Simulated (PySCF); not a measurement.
# SiTe under other conditions

One physical setting of the base script is moved in each run, with the edits that it forces.

The runs use PySCF 2.14.0; method and basis as typed in the scripts.

6 further runs of the same task are left out: 3 for a known fault of the program, 3 that didn't finish.

### Step 1. The starting structure

SiTe: 2 atoms, charge 0, spin multiplicity 1.

Bond lengths: Si1–Te2 2.800 Å.

### Step 2. The base run

input.py reads:

```python
from pyscf import gto, scf, mp

mol = gto.M(
    atom='Si 0 0 0; Te 0 0 2.8',
    basis='x2c-svpall',
    charge=0,
    spin=0,
    verbose=4,
)
mf = scf.UHF(mol)
mf = mf.sfx2c1e()
mf.kernel()
mp.MP2(mf, frozen=23).kernel()
mf.dip_moment()
print('orbital energies (hartree):', [e[max(0, n-3):n+3].round(4) for e, n in zip(mf.mo_energy, mol.nelec)])
```

Run with:

```sh
python input.py
```

The log of this run is left out.

It gives: E(SCF) = -7079.647834 Eh, E(MP2) − E(SCF) = -0.20821 Eh, μ = 3.72 D (of the SCF density).

The bond length is a typed value, not an optimised one.

### Step 3. Quintet

Variant 1 changes spin (2S): 0 → 4.

input.py reads:

```python
from pyscf import gto, scf, mp

mol = gto.M(
    atom='Si 0 0 0; Te 0 0 2.8',
    basis='x2c-svpall',
    charge=0,
    spin=4,
    verbose=4,
)
mf = scf.UHF(mol)
mf = mf.sfx2c1e()
mf.kernel()
mp.MP2(mf, frozen=23).kernel()
mf.dip_moment()
print('orbital energies (hartree):', [e[max(0, n-3):n+3].round(4) for e, n in zip(mf.mo_energy, mol.nelec)])
```

Run with:

```sh
python input.py
```

### Step 4. Bond 0.5 Å

Variant 2 changes bond length: 2.8 Å → 0.5 Å.

input.py, as its differences from that of step 2:

```diff
@@ -3,3 +3,3 @@
 mol = gto.M(
-    atom='Si 0 0 0; Te 0 0 2.8',
+    atom='Si 0 0 0; Te 0 0 0.5',
     basis='x2c-svpall',
```

### Step 5. Electric field 0.01 a.u.

Variant 3 changes electric field: none → 0.01 a.u.

input.py, as its differences from that of step 2:

```diff
@@ -11,2 +11,7 @@
 mf = mf.sfx2c1e()
+field = 0.01  # electric field along z, atomic units
+h = mf.get_hcore() + field*mol.intor('int1e_r')[2]
+mf.get_hcore = lambda *args: h
+e_nuc = mol.energy_nuc() - field*mol.atom_charges() @ mol.atom_coords()[:, 2]
+mf.energy_nuc = lambda *args: e_nuc
 mf.kernel()
```

What does the calculation give? Wanted: for each run, E(SCF); from base; gap, α spin; SCF dipole; after the SCF.

The runs gave:

```
                     run  E(SCF) (hartree)  from base (eV)  cycles  gap, α spin (eV)  SCF dipole (D)                           after the SCF
                    base      -7079.647834               0      17              7.06            3.72  MP2 correlation -5.666 eV, core frozen
                 quintet      -7079.629646         +0.4949      12              9.22            0.55  MP2 correlation -3.494 eV, core frozen
bond 0.5 Å (poor choice)      -7019.298281      +1642.1950      13              7.15            1.26  MP2 correlation -4.567 eV, core frozen
electric field 0.01 a.u.      -7079.639672         +0.2221      16              6.88            0.41  MP2 correlation -5.990 eV, core frozen
```

**Reading.** Of the runs whose energies can be compared, “bond 0.5 Å” moves the SCF energy most (+1642.195 eV). The quintet solution found lies 0.49 eV above the base singlet at this geometry and level. Rows marked «poor choice» come from settings spoiled on purpose.
